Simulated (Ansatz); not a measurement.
# CuO: the cost of one run

Program: Ansatz 0.2.0. Level of theory: the levels named in each step. These are calculated values, not measurements.

### 1 The structure to begin with

Bond lengths: O1–Cu2 1.655 Å.

As a file:

```xyz
2

O     0.0000    0.0000    0.0000
Cu    0.0000    0.0000    1.6550
```

### 2 A rough first relaxation, PBE-D4/def2-SVP

Input file input.yaml:

```yaml
crystal:
  periodic: [false, false, false]
  atoms:
    - { symbol: O, position_ang: [0.0, 0.0, 0.0] }
    - { symbol: Cu, position_ang: [0.0, 0.0, 1.65499] }
magnetization:
  spin_polarized: true
  initial_magnetization: 2
total_charge: 1
basis:
  gaussian: { orbitals: def2-SVP }
hamiltonian:
  xc: pbe
  dispersion: d4
relax:
  f_tol: 0.03
  max_steps: 200
```

Run with:

```sh
> ansatz run input.yaml --threads 2 --pin off --max-ram 5120MiB --backend cpu --events-out ev --progress --plain --runs-dir out
```

Q: Estimate wall time and peak memory on 2 threads of Intel Xeon at 2.50GHz (Skylake/Cascade Lake), shared host.

About 21 s, with a peak of 0.12 GiB.
